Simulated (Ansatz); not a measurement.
# AlClGeH4O: rigid scan of one bond angle, by script

The task is a rigid scan of one bond angle, for AlClGeH4O.

Computed with Ansatz 0.2.0, driven from Python. Level of theory: B3LYP/def2-SVP.

### Step 1. The structure

Bond lengths: O1–Al2 1.823 Å, Al2–Cl3 2.185 Å, Al2–Ge4 2.366 Å, O1–H5 1.026 Å, Ge4–H6 1.602 Å, Ge4–H7 1.545 Å, Ge4–H8 1.555 Å. Angles: O1–Al2–Cl3 118.9°, O1–Al2–Ge4 121.2°, Cl3–Al2–Ge4 119.8°, Al2–O1–H5 103.6°, Al2–Ge4–H6 110.8°, Al2–Ge4–H7 111.9°, Al2–Ge4–H8 110.2°, H6–Ge4–H7 108.2°, H6–Ge4–H8 106.9°, H7–Ge4–H8 108.6°.

The script holds or builds the structure itself.

### Step 2. Script

File bend_alclgeh4o.py:

```python
# -*- coding: utf-8 -*-
"""Bending curve of AlClGeH4O."""

import ansatz as az
from ase import Atoms

atoms = Atoms(["O", "Al", "Cl", "Ge", "H", "H", "H", "H"], positions=[
    (1.8709, 1.3651, -0.6425),
    (0.9734, 0.1247, 0.3476),
    (1.9257, -0.6898, 2.1379),
    (-1.1628, -0.6546, -0.3055),
    (1.5317, 2.2605, -0.2729),
    (-2.2292, 0.5414, -0.3099),
    (-1.1388, -1.2864, -1.7154),
    (-1.6787, -1.718, 0.705),
])

# start the scan from a relaxed geometry
first = (
    az.Crystal.molecule_from_ase(atoms).calculation()
    .basis(gaussian="def2-SVP")
    .functional("B3LYP")
    .relax(force_tolerance=0.02, max_steps=80)
)
atoms.positions = first.run(threads=1).report["positions_ang"]

rows = []
for angle in [85, 95, 105, 115, 125, 140, 160]:
    bent = atoms.copy()
    bent.set_angle(1, 0, 4, angle, indices=[4])
    setup = (
        az.Crystal.molecule_from_ase(bent).calculation()
        .basis(gaussian="def2-SVP")
        .functional("B3LYP")
    )
    rows.append((angle, setup.run(threads=1).report["free_energy_ev"]))
floor = min(e for _, e in rows)
for angle, e in rows:
    print(f"angle Al1-O0-H4 = {angle:3d} deg   {1000 * (e - floor):9.1f} meV")
```

### Step 3. What the engine is handed

The package turns the script's settings into the engine's input (first run):

```yaml
crystal:
  periodic: [false, false, false]
  atoms:
    - { symbol: O, position_ang: [1.8709, 1.3651, -0.6425] }
    - { symbol: Al, position_ang: [0.9734, 0.1247, 0.3476] }
    - { symbol: Cl, position_ang: [1.9257, -0.6898, 2.1379] }
    - { symbol: Ge, position_ang: [-1.1628, -0.6546, -0.3055] }
    - { symbol: H, position_ang: [1.5317, 2.2605, -0.2729] }
    - { symbol: H, position_ang: [-2.2292, 0.5414, -0.3099] }
    - { symbol: H, position_ang: [-1.1388, -1.2864, -1.7154] }
    - { symbol: H, position_ang: [-1.6787, -1.718, 0.705] }
basis:
  gaussian:
    orbitals: def2-SVP
hamiltonian:
  xc: b3lyp
relax:
  f_tol: 0.02
  max_steps: 80
```

### Step 4. Running it

On the command line:

```
$ python bend_alclgeh4o.py
```

Standard output:

```text
angle Al1-O0-H4 =  85 deg       511.4 meV
angle Al1-O0-H4 =  95 deg       259.4 meV
angle Al1-O0-H4 = 105 deg       107.5 meV
angle Al1-O0-H4 = 115 deg        27.8 meV
angle Al1-O0-H4 = 125 deg         0.0 meV
angle Al1-O0-H4 = 140 deg        19.3 meV
angle Al1-O0-H4 = 160 deg        88.9 meV
```

It took 2.1 min on 1 thread of Arm Neoverse N1, shared host; peak memory 0.31 GiB.

### Step 5. How the relaxation of run 0 went

Step by step:

```csv
step,E - E(step 1) (eV),largest force component (eV/Å)
1,0.0000,2.2586
2,-0.2734,1.2724
3,-0.3351,1.0192
4,-0.3883,1.2313
5,-0.5177,0.4485
6,-0.5692,0.2204
7,-0.5813,0.0357
8,-0.5825,0.0128
```

Step 1 is the start.

Before: Bond lengths: O1–Al2 1.823 Å, Al2–Cl3 2.185 Å, Al2–Ge4 2.366 Å, O1–H5 1.026 Å, Ge4–H6 1.602 Å, Ge4–H7 1.545 Å, Ge4–H8 1.555 Å. Angles: O1–Al2–Cl3 118.9°, O1–Al2–Ge4 121.2°, Cl3–Al2–Ge4 119.8°, Al2–O1–H5 103.6°, Al2–Ge4–H6 110.8°, Al2–Ge4–H7 111.9°, Al2–Ge4–H8 110.2°, H6–Ge4–H7 108.2°, H6–Ge4–H8 106.9°, H7–Ge4–H8 108.6°.

After: Bond lengths: O1–Al2 1.700 Å, Al2–Cl3 2.120 Å, Al2–Ge4 2.460 Å, O1–H5 0.962 Å, Ge4–H6 1.545 Å, Ge4–H7 1.546 Å, Ge4–H8 1.544 Å. Angles: O1–Al2–Cl3 119.0°, O1–Al2–Ge4 117.8°, Cl3–Al2–Ge4 123.3°, Al2–O1–H5 127.8°, Al2–Ge4–H6 111.2°, Al2–Ge4–H7 110.8°, Al2–Ge4–H8 112.1°, H6–Ge4–H7 107.1°, H6–Ge4–H8 107.7°, H7–Ge4–H8 107.6°.

Run 0 is this relaxation; the runs after it count from 1.

### Step 6. What each run gave

The 7 runs, in the order started:

```csv
run,energy from run 5 (eV),SCF cycles,CPU time (s)
1,0.5114,17,6.3
2,0.2594,17,6.2
3,0.1075,17,6.3
4,0.0278,17,6.5
5,0.0000,17,6.4
6,0.0193,17,6.4
7,0.0889,17,6.3
```

### Step 7. Results

```
                    quantity                    value
               runs compared                        7
angle Al1-O0-H4 (as printed)  160 deg        88.9 meV
```

In words: All 7 runs converged. Run 0: After 7 moves the largest shift is 0.771 Å, of atom 5 (H). The scan is rigid, and the energies are electronic, in a modest basis. The zero is the lowest point of the grid, which needn't be the minimum. b3lyp holds the VWN-RPA fit, as in Gaussian; the form of ORCA and Turbomole is b3lyp5.
